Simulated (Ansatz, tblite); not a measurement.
# C10H17BO2: rung by rung, part 2 of 2

Aim: run the singlet of C10H17BO2 at one geometry on many levels, and compare frontier levels, spin and run time.

Ansatz 0.2.0, Gaussian basis; as each input shows. The steps go on from the part before.

### 13 MP2/def2-SVP

File in.yaml:

```yaml
crystal:
  periodic: [false, false, false]
  atoms:
    - {symbol: O, position_ang: [3.081473, 0.653464, 1.311591]}
    - {symbol: B, position_ang: [2.509164, 0.549542, 0.061584]}
    - {symbol: O, position_ang: [3.202954, 0.752020, -1.110800]}
    - {symbol: C, position_ang: [0.964003, 0.192657, -0.011045]}
    - {symbol: C, position_ang: [0.669310, -1.092375, 0.811733]}
    - {symbol: C, position_ang: [-0.838269, -1.412453, 0.795852]}
    - {symbol: C, position_ang: [-1.303821, -1.624698, -0.657966]}
    - {symbol: C, position_ang: [-1.040616, -0.345416, -1.476528]}
    - {symbol: C, position_ang: [-1.821137, 0.829037, -0.854078]}
    - {symbol: C, position_ang: [-1.356825, 1.044904, 0.599476]}
    - {symbol: C, position_ang: [-1.616902, -0.235904, 1.416573]}
    - {symbol: C, position_ang: [0.151254, 1.363342, 0.615298]}
    - {symbol: C, position_ang: [0.466945, -0.025753, -1.460809]}
    - {symbol: H, position_ang: [4.026048, 0.888743, 1.308965]}
    - {symbol: H, position_ang: [4.141526, 0.980783, -0.989715]}
    - {symbol: H, position_ang: [1.022925, -0.959677, 1.856210]}
    - {symbol: H, position_ang: [1.239105, -1.949409, 0.388355]}
    - {symbol: H, position_ang: [-1.025212, -2.335546, 1.386597]}
    - {symbol: H, position_ang: [-2.386294, -1.878877, -0.680292]}
    - {symbol: H, position_ang: [-0.762052, -2.484130, -1.110026]}
    - {symbol: H, position_ang: [-1.375058, -0.499512, -2.525434]}
    - {symbol: H, position_ang: [-1.655525, 1.754014, -1.448558]}
    - {symbol: H, position_ang: [-2.913300, 0.620868, -0.879796]}
    - {symbol: H, position_ang: [-1.916760, 1.893884, 1.048707]}
    - {symbol: H, position_ang: [-1.302154, -0.085177, 2.472207]}
    - {symbol: H, position_ang: [-2.705226, -0.463875, 1.433759]}
    - {symbol: H, position_ang: [0.493306, 1.543425, 1.656930]}
    - {symbol: H, position_ang: [0.342289, 2.301080, 0.047277]}
    - {symbol: H, position_ang: [0.672247, 0.879390, -2.071502]}
    - {symbol: H, position_ang: [1.036562, -0.854342, -1.934566]}
basis:
  gaussian: {orbitals: def2-SVP, initial_orbitals: start.molden}
correlation: {method: mp2}
scf: {omitted_lower_state_checks: [starts]}
output: {orbitals: {seedname: orbitals}}
```

Command:

```console
ansatz run in.yaml --threads 4 --pin off --events-out ev --progress --plain --max-ram 6963MiB
```

Standard output:

```text
Functional definition: HF
  name "HF"
  cite "Fock, Z. Phys. 61, 126 (1930) doi:10.1007/BF01340294"
  parent pbe
  exchange = exact_x
  correlation = 0
these checks for a lower state are left out or cut short: starts
2750 factors; integrals over basis functions are off by at most 1.4e-3 eV
mean field evaluation 1: about -15310.2324 eV, gradient 3.2e1 eV
mean field evaluation 2: about -15311.9519 eV, gradient 1.4e0 eV
mean field evaluation 4: about -15312.2667 eV, gradient 5.6e-1 eV
mean field evaluation 8: about -15312.2674 eV, gradient 1.1e-5 eV
mean field -15312.26738534 eV, -562.7154473836 hartree, gradient 6.0e-7 eV, S^2 0.000000; 0 other end points of the search recorded, 0 dependent functions left out
13 core orbitals not correlated: weight in the atoms' cores, before any rotation towards them, 1.000 or more for the frozen orbitals, at most 0.000 for the correlated occupied ones
reference -15312.26738534 eV, -562.7154473836 hartree; 36, 36 occupied and 218, 218 virtual orbitals, 2750 factors
second order -50.49221455 eV of doubles, -0.00000000 eV of singles
Total energy: -15362.75959989 eV, -564.5710020435 hartree
Checks for a lower state left out: starts
```

Wall time 21 s (4 threads of Intel Xeon at 2.50GHz, shared host); peak memory 1.1 GiB.

Hartree-Fock HOMO -10.38 eV, LUMO 3.99 eV.

### 14 RPA/def2-SVP

Changes to in.yaml since step 13:

```diff
@@ -35,4 +35,4 @@
   gaussian: {orbitals: def2-SVP, initial_orbitals: start.molden}
-correlation: {method: mp2}
+hamiltonian: {xc: pbe}
+correlation: {method: rpa}
 scf: {omitted_lower_state_checks: [starts]}
-output: {orbitals: {seedname: orbitals}}
```

The command is unchanged.

Standard output:

```text
Functional definition: PBE
  name "PBE"
  cite "Perdew, Burke & Ernzerhof, Phys. Rev. Lett. 77, 3865 (1996) doi:10.1103/PhysRevLett.77.3865"
  parent pbe
  parameter kappa = 0.804
  parameter beta = 0.06672455060314922
  exchange = pbe_x(kappa = kappa, mu = beta*pi^2/3)
  correlation = pbe_c(beta = beta)
these checks for a lower state are left out or cut short: starts
2750 factors; integrals over basis functions are off by at most 1.4e-3 eV
mean field evaluation 1: about -15390.2266 eV, gradient 1.3e1 eV
mean field evaluation 2: about -15390.6847 eV, gradient 3.5e-1 eV
mean field evaluation 4: about -15390.6869 eV, gradient 5.5e-4 eV
mean field -15390.68686765 eV, -565.5973102039 hartree, gradient 3.6e-6 eV, S^2 0.000000; 0 other end points of the search recorded, 0 dependent functions left out
13 core orbitals not correlated: weight in the atoms' cores, before any rotation towards them, 1.000 or more for the frozen orbitals, at most 0.000 for the correlated occupied ones
reference -15309.59901802 eV, -562.6173866934 hartree; 36, 36 occupied and 218, 218 virtual orbitals, 2750 factors
Total energy: -15389.91792479 eV, -565.5690520750 hartree
Checks for a lower state left out: starts
```

Wall time 28 s (4 threads of Intel Xeon at 2.50GHz, shared host); peak memory 1.1 GiB.

### 15 Levels side by side

| level | functions | HOMO (eV) | LUMO (eV) | gap (eV) | time |
| --- | --- | --- | --- | --- | --- |
| HF/STO-3G | 82 | -8.82 | 9.52 | 18.34 | 2.2 s |
| HF/6-31G | 151 | -10.17 | 4.70 | 14.87 | 6.5 s |
| PBE-D4/def2-SVP | 267 | -5.93 | -0.10 | 5.83 | 10 s |
| PBE-D4/def2-TZVP | 505 | -6.02 | -0.68 | 5.35 | 31 s |
| r2SCAN-D4/def2-TZVP | 505 | -6.23 | 0.03 | 6.26 | 38 s |
| B97M-V/def2-TZVP | 505 | -6.41 | -0.47 | 5.94 | 86 s |
| B3LYP-D4/6-31G | 151 | -6.88 | 0.73 | 7.62 | 11 s |
| B3LYP-D4/def2-TZVP | 505 | -7.11 | -0.21 | 6.90 | 50 s |
| PBE0-D4/def2-SVP | 267 | -7.22 | 0.86 | 8.08 | 17 s |
| PBE0-D4/def2-TZVP | 505 | -7.27 | 0.19 | 7.45 | 89 s |

The pieces so far (eV):

```csv
basis,HF,MP2 correlation,total
def2-SVP,-15312.2674,-50.4922,-15362.7596 (MP2)
```

### 16 Binding energy

Free atoms were run apart at each level; binding is atoms less cluster, divided by the number of atoms, without zero-point or spin-orbit terms.

```
              level  binding an atom (eV)
          HF/STO-3G                 4.156
           HF/6-31G                 3.227
        HF/def2-SVP                 3.478
    PBE-D4/def2-SVP                 4.749
   PBE-D4/def2-TZVP                 4.681
r2SCAN-D4/def2-TZVP                 4.581
   B97M-V/def2-TZVP                 4.563
     B3LYP-D4/6-31G                 4.460
 B3LYP-D4/def2-TZVP                 4.551
   PBE0-D4/def2-SVP                 4.684
  PBE0-D4/def2-TZVP                 4.614
       MP2/def2-SVP                 4.491
```

### 17 Summary of results

This closing draws on all 2 parts.

| quantity | value |
| --- | --- |
| gap in def2-TZVP, named functionals, smallest and largest | 5.35 eV (PBE-D4), 7.45 eV (PBE0-D4) |
| correlation energy, MP2/def2-SVP | -50.49 eV |
| binding an atom, functionals in def2-TZVP | 4.55 (B3LYP-D4) to 4.68 eV (PBE-D4) |
| PBE0 total energy, smallest basis above largest | 16.31 eV (def2-SVP, def2-TZVP) |

What this shows: Orbital gaps of the named functionals in def2-TZVP span 5.35 eV (PBE-D4) to 7.45 eV (PBE0-D4); exact exchange widens it.

The slowest run with a step of its own, B97M-V/def2-TZVP, took 86 s; the quickest functional in def2-TZVP took 31 s (shared host).
